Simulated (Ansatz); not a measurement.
The system is NiMoIrPdW.

```
Ni Mo Pd Ir W
1.0
    -1.37004    1.37004    9.71647
     1.37004   -1.37004    9.71647
     1.37004    1.37004   -9.71647
Ni Mo Pd Ir W
1 1 1 1 1
Direct
  0.19862 0.19862 0.00000
  0.60922 0.60922 0.00000
  0.79310 0.79310 0.00000
  0.39944 0.39944 0.00000
  0.99565 0.99565 0.00000
```

The cell was built by a generator and needn't be a form met in nature.

```yaml
Program: Ansatz 0.2.0
Task: relaxation of cell and atoms
Functional: r2SCAN
Potentials_or_basis: Ansatz PAW
Cutoff: "500 eV (not typed: the program's choice for these potentials)"
k_mesh: 10 × 10 × 10
Occupations: fermi-dirac, width 0.05 eV
Spin: collinear spin, ferromagnetic start
Starting_moments: "[1.0, 1.0, 0.0, 0.6, 0.0] μB"
```

At the start: volume 14.59 Å³/atom.

Problem. How do energy, volume and symmetry change on relaxing?

Solution. It ends after 6 steps and the volume is 14.28 Å³/atom (-2.1 %); space group I4mm (No. 107, to 0.05 Å); moment 0.00 μB per cell.

The path:
| step | energy change (eV) | largest force (eV/Å) | volume (Å³) |
| --- | --- | --- | --- |
| 1 | 0.0000 | 0.2498 | 72.95 |
| 2 | -0.0304 | 0.0799 | 71.55 |
| 3 | -0.0310 | 0.0390 | 71.37 |
| 4 | -0.0311 | 0.0151 | 71.39 |
| 5 | -0.0311 | 0.0027 | 71.39 |
| 6 | -0.0297 | 0.0028 | 71.39 |

Final structure:
```xyz
5
Lattice="-1.3573 1.3573 9.6877 1.3573 -1.3573 9.6877 1.3573 1.3573 -9.6877" Properties=species:S:1:pos:R:3 pbc="T T T"
Ni    0.0000    0.0000    3.8566
Mo    0.0000    0.0000   11.8160
Pd    0.0000    0.0000   15.3614
Ir    0.0000    0.0000    7.7290
W     0.0000    0.0000   19.2864
```

Caveat: the magnetic or orbital state may not be the lowest; the plane-wave basis is chosen anew once the cell has moved, so the energies of steps on either side of that aren't comparable; the PAW data sets come from PBE, with cores solved anew for the run's functional, which leaves a small shift of forces and pressure; the starting moments weren't kept.
